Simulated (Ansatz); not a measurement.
The system is InAg.

```xyz
2
Lattice="3.4648 0.0000 0.0000 0.0000 3.4648 0.0000 0.0000 0.0000 3.4648" Properties=species:S:1:pos:R:3 pbc="T T T"
In    1.7324    1.7324    1.7324
Ag    0.0000    0.0000    0.0000
```

The cell comes from a database or a generator and needn't be the stable form of this composition.

| Item | Value |
| --- | --- |
| Program | Ansatz 0.2.0 |
| Task | relaxation of cell and atoms |
| Functional | PBE |
| Potentials or basis | Ansatz PAW |
| Cutoff | 420 eV (not typed: the program's choice for these potentials) |
| k mesh | 8 × 8 × 8 |
| Occupations | fermi-dirac, width 0.05 eV |
| Spin | no spin polarisation |

At the start: volume 20.80 Å³/atom.

Q: How do energy, volume and symmetry change on relaxing?

A: It ends after 5 steps and the volume is 21.58 Å³/atom (+3.8 %); space group Pm-3m (No. 221, to 0.05 Å).

Step by step:
| step | energy change (eV) | largest force (eV/Å) | volume (Å³) |
| --- | --- | --- | --- |
| 1 | 0.0000 | 0.0000 | 41.59 |
| 2 | -0.0087 | 0.0000 | 43.63 |
| 3 | -0.0097 | 0.0000 | 43.20 |
| 4 | -0.0097 | 0.0000 | 43.15 |
| 5 | -0.0102 | 0.0000 | 43.15 |

Final structure:
```
CELL_PARAMETERS angstrom
3.50758 0.00000 0.00000
0.00000 3.50758 0.00000
0.00000 0.00000 3.50758
ATOMIC_POSITIONS crystal
In 0.50000 0.50000 0.50000
Ag 0.00000 0.00000 0.00000
```

Caveat: the plane-wave basis is chosen anew once the cell has moved, so the energies of steps on either side of that aren't comparable.
